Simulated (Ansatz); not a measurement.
# C₂H₉BSi₂: geometry optimisation

Aim: relax C₂H₉BSi₂ at this level.

The runs use Ansatz 0.2.0; RKS PBE0-D4/def2-SVP.

### 1 Starting geometry

SMILES `BC1C[SiH2][SiH2]1`, 14 atoms, charge 0, spin multiplicity 1.

Atoms are counted from 1 here; the program's logs count them from 0.

Bond lengths: B1–C2 1.557 Å, B1–H6 1.218 Å, B1–H7 1.221 Å, C2–C3 1.591 Å, C2–Si5 1.911 Å, C2–H8 1.104 Å, C3–Si4 1.938 Å, C3–H9 1.148 Å, C3–H10 1.106 Å, Si4–Si5 2.349 Å, Si4–H11 1.508 Å, Si4–H12 1.507 Å, Si5–H13 1.504 Å, Si5–H14 1.508 Å. Angles: C2–B1–H6 119.8°, C2–B1–H7 120.4°, H6–B1–H7 119.7°, B1–C2–C3 77.0°, B1–C2–Si5 117.1°, B1–C2–H8 116.7°, C3–C2–Si5 102.7°, C3–C2–H8 113.2°, Si5–C2–H8 120.1°, C2–C3–Si4 100.0°, C2–C3–H9 111.1°, C2–C3–H10 113.8°, Si4–C3–H9 107.9°, Si4–C3–H10 120.5°, H9–C3–H10 103.5°, C3–Si4–Si5 78.9°, C3–Si4–H11 110.4°, C3–Si4–H12 114.7° and more.

As a file:

```mol
C2H9BSi2
  3D, bonds by distance, orders not assigned

 14 14  0  0  0  0  0  0  0  0999 V2000
    0.0588    1.7326   -0.0181 B   0  0
   -0.8348    0.5163   -0.4016 C   0  0
   -0.2756    0.1130    1.0320 C   0  0
    0.7385   -1.4713    0.5640 Si  0  0
   -0.0615   -0.8082   -1.5423 Si  0  0
   -0.4393    2.7021    0.5257 H   0  0
    1.2428    1.7481   -0.3154 H   0  0
   -1.9255    0.6856   -0.4114 H   0  0
    0.4613    0.9008    1.4260 H   0  0
   -1.0533    0.0698    1.8177 H   0  0
    0.0786   -2.7031    1.1298 H   0  0
    2.1792   -1.4509    1.0048 H   0  0
    0.8558   -0.2911   -2.6162 H   0  0
   -1.0381   -1.7730   -2.1664 H   0  0
  1  2  8  0
  1  6  8  0
  1  7  8  0
  2  3  8  0
  2  5  8  0
  2  8  8  0
  3  4  8  0
  3  9  8  0
  3 10  8  0
  4  5  8  0
  4 11  8  0
  4 12  8  0
  5 13  8  0
  5 14  8  0
M  END
```

### 2 Relaxation

input.yaml

```yaml
crystal:
  periodic: [false, false, false]
  atoms:
    - { symbol: B, position_ang: [0.058818, 1.732582, -0.018056] }
    - { symbol: C, position_ang: [-0.83478, 0.516281, -0.401628] }
    - { symbol: C, position_ang: [-0.275599, 0.112989, 1.032027] }
    - { symbol: Si, position_ang: [0.738548, -1.471253, 0.563984] }
    - { symbol: Si, position_ang: [-0.061487, -0.808214, -1.542252] }
    - { symbol: H, position_ang: [-0.439302, 2.702112, 0.525701] }
    - { symbol: H, position_ang: [1.24283, 1.748129, -0.315373] }
    - { symbol: H, position_ang: [-1.925469, 0.685611, -0.411429] }
    - { symbol: H, position_ang: [0.461339, 0.900758, 1.425973] }
    - { symbol: H, position_ang: [-1.053329, 0.069842, 1.817732] }
    - { symbol: H, position_ang: [0.078554, -2.703055, 1.129788] }
    - { symbol: H, position_ang: [2.17924, -1.45088, 1.004781] }
    - { symbol: H, position_ang: [0.855818, -0.291109, -2.616167] }
    - { symbol: H, position_ang: [-1.038079, -1.772994, -2.166379] }
basis:
  gaussian: { orbitals: def2-SVP }
hamiltonian:
  xc: pbe0
  dispersion: d4
output:
  forces: true
relax:
  f_tol: 0.003
  max_steps: 120
```

Run with:

```sh
$ ansatz run input.yaml --threads 1 --pin off --max-ram 2560MiB --backend cpu --events-out ev --progress --plain --runs-dir out
```

Before running it: what results should come out? Wanted: energy gained; root mean square move; dipole moment.

The runs gave:

| quantity | value |
| --- | --- |
| energy gained | 0.0161 eV |
| root mean square move | 0.046 Å |
| dipole moment | 1.38 D |

Bond lengths: B1–C2 1.547 Å, B1–H6 1.210 Å, B1–H7 1.214 Å, C2–C3 1.585 Å, C2–Si5 1.899 Å, C2–H8 1.096 Å, C3–Si4 1.925 Å, C3–H9 1.136 Å, C3–H10 1.099 Å, Si4–Si5 2.338 Å, Si4–H11 1.496 Å, Si4–H12 1.495 Å, Si5–H13 1.493 Å, Si5–H14 1.497 Å. Angles: C2–B1–H6 120.0°, C2–B1–H7 120.4°, H6–B1–H7 119.6°, B1–C2–C3 77.8°, B1–C2–Si5 117.2°, B1–C2–H8 116.3°, C3–C2–Si5 102.6°, C3–C2–H8 113.1°, Si5–C2–H8 120.1°, C2–C3–Si4 100.1°, C2–C3–H9 111.7°, C2–C3–H10 113.1°, Si4–C3–H9 108.9°, Si4–C3–H10 119.7°, H9–C3–H10 103.4°, C3–Si4–Si5 78.8°, C3–Si4–H11 111.2°, C3–Si4–H12 114.4° and more. No frequencies were computed here.
